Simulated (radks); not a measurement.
# Ru²⁺ in [Kr] 4d4 5s2: an all-electron calculation

What are the levels of the ruthenium ion Ru2+, how large are its shells, and how does its energy divide?

Program: radks (a radial shooting solver on a logarithmic mesh, Libxc functionals) version 1. Level of theory: Dirac Kohn-Sham, BLYP, spin-unpolarised, spherical densities, finite nucleus; open shells fill j = l - 1/2 first. These are calculated values, not measurements, unless marked.

## (1) The system

- element: ruthenium (Z = 44)
- charge: +2
- electrons: 42
- configuration: [Kr] 4d4 5s2
- nuclear rms radius: 4.4809 fm

## (2) The calculation

Input:

```text
Z 44
configuration [Kr] 4d4 5s2 5p0 6s0
relativity Dirac
functional b88,lyp
spin unpolarised
j_filling energy
nucleus finite rms 4.4809 fm
c 137.035999084
```

The run is started by

```console
$ python run_ks.py task.json out
```

The same process makes all the runs of this session.

What does the calculation give?

**Answer**, as computed:

```
                        quantity                   value
                    total energy     -4530.63139 hartree
exchange-correlation share of it                  2.94 %
                            −T/E                  1.0407
          highest occupied level       5s1/2, -22.196 eV
    most extended occupied level  5s1/2, <r> = 2.59 bohr
 radius at density 0.001 e/bohr³               4.07 bohr
    maxima of the radial density                       4
```

The radial density shows 4 maxima for 5 occupied principal shells; where shells overlap, one shows as a shoulder or not at all. Relativity lifts −T/E to 1.041. This is not the tabulated ground configuration, so its levels and sizes aren't those of the ground state, and no measured value stands beside it.
